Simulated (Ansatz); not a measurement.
# C₂H₇NSSi: a ladder of functionals and wavefunction methods

Aim: compute C₂H₇NSSi with functionals from several rungs and with coupled cluster. The yardstick is the atomisation energy at the CCSD(T) limit.

The runs use Ansatz 0.2.0, Gaussian basis; functionals in def2-TZVPP, the program's frozen cores in correlated methods.

Levels to be run: LDA (SPW92), PBE-D4, revPBE-D4, BLYP-D4, r2SCAN-D4, B97M-V, PBE0-D4, B3LYP-D4, r2SCANh-D4, r2SCAN0-D4, HSE06-D4, BHLYP-D4, CAM-B3LYP-D4, LC-ωPBE, ωB97X-V, ωB97M-V, B2PLYP, PBE-QIDH; CCSD(T)/def2-SVP; CCSD(T)/def2-TZVPP; MP2/def2-QZVPP; extrapolation to the limit; RPA on PBE.

### 1 Structure used throughout

The geometry comes from an earlier relaxation with PBE0-D4 in a triple-zeta def2 set; it is a stationary point, not always the lowest conformer.

SMILES `CN(C)[Si]S`, 12 atoms, charge 0, spin multiplicity 1.

Atoms are counted from 1 here; the program's logs count them from 0.

Bond lengths: C1–N2 1.442 Å, C1–H6 1.096 Å, C1–H7 1.097 Å, C1–H8 1.089 Å, N2–C3 1.452 Å, N2–Si4 1.718 Å, C3–H9 1.096 Å, C3–H10 1.097 Å, C3–H11 1.093 Å, Si4–S5 2.169 Å, S5–H12 1.344 Å. Angles: N2–C1–H6 110.1°, N2–C1–H7 111.7°, N2–C1–H8 111.3°, H6–C1–H7 107.6°, H6–C1–H8 107.4°, H7–C1–H8 108.7°, C1–N2–C3 112.0°, C1–N2–Si4 132.6°, C3–N2–Si4 115.5°, N2–C3–H9 110.9°, N2–C3–H10 111.1°, N2–C3–H11 110.1°, H9–C3–H10 108.1°, H9–C3–H11 108.4°, H10–C3–H11 108.1°, N2–Si4–S5 105.6°, Si4–S5–H12 102.8°.

### 2 LDA

This LDA is Slater exchange with PW92 correlation.

File in.yaml:

```yaml
crystal:
  periodic: [false, false, false]
  atoms:
    - {symbol: C, position_ang: [-0.604388, 0.432937, 0.782011]}
    - {symbol: N, position_ang: [0.182277, -0.244845, -0.219043]}
    - {symbol: C, position_ang: [1.165019, -1.134936, 0.373100]}
    - {symbol: Si, position_ang: [0.183333, -0.180575, -1.935929]}
    - {symbol: S, position_ang: [-1.210530, 1.396918, -2.460321]}
    - {symbol: H, position_ang: [-0.958360, -0.284479, 1.531122]}
    - {symbol: H, position_ang: [-0.019415, 1.198471, 1.306571]}
    - {symbol: H, position_ang: [-1.481759, 0.904869, 0.342882]}
    - {symbol: H, position_ang: [0.679784, -1.896323, 0.995062]}
    - {symbol: H, position_ang: [1.871225, -0.580904, 1.002946]}
    - {symbol: H, position_ang: [1.734545, -1.640959, -0.410453]}
    - {symbol: H, position_ang: [-1.464831, 1.974726, -1.274148]}
basis:
  gaussian: {orbitals: def2-TZVPP}
hamiltonian: {xc: lda}
output: {orbitals: {seedname: orbitals}}
```

After this run come: PBE-D4 (GGA); revPBE-D4 (GGA); BLYP-D4 (GGA); r2SCAN-D4 (meta-GGA); B97M-V (meta-GGA); PBE0-D4 (hybrid); B3LYP-D4 (hybrid); r2SCANh-D4 (hybrid); r2SCAN0-D4 (hybrid); HSE06-D4 (hybrid); BHLYP-D4 (hybrid); CAM-B3LYP-D4 (range-separated); LC-ωPBE-D4 (range-separated); ωB97X-V (range-separated); ωB97M-V (range-separated); B2PLYP (double hybrid); PBE-QIDH (double hybrid); CCSD(T) in def2-SVP; CCSD(T) in def2-TZVPP; MP2 in def2-QZVPP; RPA on PBE orbitals.

**Question.** What will the summary of the whole plan be? Wanted: atomisation energy, CCSD(T)/CBS; farthest beyond LDA; mean size of error, GGA; mean size of error, meta-GGA; mean size of error, hybrid; mean size of error, range-separated; mean size of error, double hybrid; gap, smallest and largest; T1 diagnostic.

The runs gave:

| quantity | value |
| --- | --- |
| atomisation energy, CCSD(T)/CBS | 1033.5 kcal/mol |
| functionals within 5.2 kcal/mol (0.5 %) | revPBE-D4, BLYP-D4, r2SCAN-D4, PBE0-D4, B3LYP-D4, CAM-B3LYP-D4, ωB97X-V |
| farthest beyond LDA | BHLYP-D4 (-26.9 kcal/mol) |
| mean size of error, GGA | 9.1 kcal/mol |
| mean size of error, meta-GGA | 2.8 kcal/mol |
| mean size of error, hybrid | 10.1 kcal/mol |
| mean size of error, range-separated | 6.5 kcal/mol |
| mean size of error, double hybrid | 9.9 kcal/mol |
| gap, smallest and largest | 3.46 eV (LDA (SPW92)), 9.95 eV (LC-ωPBE) |
| T1 diagnostic | 0.0140 |
| triples share of the correlation energy | 4.3 % |

What this shows: LDA overbinds by 153.4 kcal/mol (15 %). PBE-D4 is off by +23.6 kcal/mol. Double hybrids carry the basis error of their MP2 part in triple zeta, and no dispersion term here, so their miss is partly the set-up's. Taken by rung, meta-GGA functionals do best (2.8 kcal/mol on average) and hybrid ones worst beyond LDA (10.1 kcal/mol). The mean of the hybrids holds BHLYP, with half exact exchange. Misses under about 5.2 kcal/mol are within the doubt on the reference itself, which lacks core-valence correlation, relativity and higher excitations. Hartree-Fock recovers 71 % of the binding; the rest is correlation. CCSD(T) in def2-SVP is off by -62.9 kcal/mol, so the small basis spoils what the method gains. The gap grows from 3.5 to 10.0 eV across the functionals, mostly with the share of exact exchange.
